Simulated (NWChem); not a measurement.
# InHCl (SMILES [Cl][InH]) at UCAM-B3LYP/def2-SVP (core potential)

Aim: the vertical ionisation energy of InHCl at UCAM-B3LYP/def2-SVP (core potential), from 2 runs. 

Program for the calculation: NWChem 7.3.0.

7 further runs of the same task are left out: 7 set aside as unsound or not needed.

### 1 The structure to begin with

The species is InHCl (3 atoms), meant as a doublet with charge 0. As SMILES, `[Cl][InH]`. Geometry: relaxed at PBE0-D4/def2-TZVP.

Bond lengths: Cl1–In2 2.365 Å, In2–H3 1.773 Å. Angles: Cl1–In2–H3 115.3°.

### 2 A single-point energy at UCAM-B3LYP/def2-SVP (core potential)

Contents of struct.nw:

```
echo
start struct
title "ClHIn energy"
memory total 2200 mb

geometry noautosym nocenter noautoz
  Cl      -1.649800       0.396800      -0.867400
  In       0.409500       0.542400       0.286100
  H        1.229400      -1.003900       0.568100
end

basis spherical bse
  * library def2-SVP
end

ecp bse
  In library def2-SVP
end

dft
  xc xcamb88 1.00 lyp 0.81 vwn_5 0.19 hfexch 1.00
  cam 0.33 cam_alpha 0.19 cam_beta 0.46
  mult 2
  grid fine
  convergence energy 1e-08
  direct
  iterations 100
  mulliken
  print low
end

task dft
```

On the command line:

```
nwchem struct.nw > struct.out
```

Standard output:

```text
[...]
 d= 0,ls=0.0,diis     1   -650.7421781615 -7.39D+02  1.23D-02  5.78D-02     0.6
[...]
 d= 0,ls=0.0,diis    10   -650.7855670037 -9.73D-09  5.90D-07  2.37D-10     5.3
[...]
         Total DFT energy =     -650.785567003734
      One electron energy =    -1148.078747903633
           Coulomb energy =      453.911977268941
    Exchange-Corr. energy =      -45.336403959378
 Nuclear repulsion energy =       88.717607590336
[...]
      Total Density - Mulliken Population Analysis
     ---------------------------------------------
    Atom       Charge   Shell Charges
 -----------   ------   -------------------------------------------------------
    1 Cl  17    17.31   2.00  1.98  1.25  0.71  5.93  2.14  3.28  0.01
    2 In  21    20.61  -0.60  2.60  1.06  0.42  2.77  3.23  0.78  0.27  9.64  0.44
    3 H    1     1.08   0.65  0.43  0.01
[...]
      <S2> =      0.7583 (Exact =     0.7500)
[...]
```

Wall time 6 s (1 thread of AMD EPYC 9R45 (Zen 5), shared host); peak memory 0.12 GiB.

### 3 The singlet cation at the same level

Contents of work.nw:

```
start work
title "ClHIn"
memory stack 880 mb heap 220 mb global 1100 mb
charge 1

geometry units angstroms noautosym nocenter noautoz
Cl    -1.649800     0.396800    -0.867400
In     0.409500     0.542400     0.286100
H      1.229400    -1.003900     0.568100
end

basis spherical bse
* library def2-SVP
end

ecp bse
In library def2-SVP
end

dft
xc xcamb88 1.00 lyp 0.81 vwn_5 0.19 hfexch 1.00
cam 0.33 cam_alpha 0.19 cam_beta 0.46
mult 1
grid fine
convergence energy 1e-08
direct
iterations 100
mulliken
noprint "final vectors analysis"
end

task dft
```

On the command line:

```
nwchem work.nw > work.out
```

Standard output:

```text
[...]
          Wavefunction type:  closed shell.
          No. of atoms     :     3
          No. of electrons :    38
[...]
          Charge           :     1
          Spin multiplicity:     1
[...]
          AO basis - number of functions:    49
[...]
              XC Information
              --------------
                     Hartree-Fock (Exact) Exchange  1.000
                   CAM-Becke88 Exchange Functional  1.000
                      VWN V Correlation Functional  0.190 local
              Lee-Yang-Parr Correlation Functional  0.810
[...]
 d= 0,ls=0.0,diis     1   -650.2628946767 -7.39D+02  5.16D-02  1.55D+00     0.5
[...]
 d= 0,ls=0.0,diis    12   -650.4708438655 -1.83D-09  1.38D-06  6.19D-10     5.1
         Total DFT energy =     -650.470843865459
      One electron energy =    -1138.060017970488
           Coulomb energy =      443.896668263575
    Exchange-Corr. energy =      -45.025101748882
 Nuclear repulsion energy =       88.717607590336
[...]
      Total Density - Mulliken Population Analysis
     ---------------------------------------------
    Atom       Charge   Shell Charges
 -----------   ------   -------------------------------------------------------
    1 Cl  17    17.05   2.00  1.98  1.30  0.67  5.93  2.12  3.04  0.01
    2 In  21    20.09  -0.60  2.60  1.05  0.18  2.77  3.24  0.66  0.12  9.67  0.41
    3 H    1     0.86   0.58  0.28  0.01
[...]
```

It took 5.7 s on 1 thread of AMD EPYC 9R45 (Zen 5), shared host; peak memory 0.12 GiB.

### 4 Outcome

Level: UCAM-B3LYP/def2-SVP (core potential).

| quantity | value |
| --- | --- |
| doublet InHCl: total energy | -650.78557 Eh |
| doublet InHCl: ⟨S²⟩ | 0.758 |
| singlet cation: total energy | -650.47084 Eh |
| vertical ionisation energy (to the singlet cation) | 8.564 eV |

What this shows: Removing an electron at fixed nuclei costs 8.56 eV (826 kJ/mol). Only the singlet of the ionised species was computed; a triplet could lie lower. Mulliken charges (doublet InHCl) run from -0.31 on Cl1 to +0.39 on In2; they depend strongly on the basis. Mulliken charges (singlet cation) run from -0.05 on Cl1 to +0.91 on In2; they depend strongly on the basis.
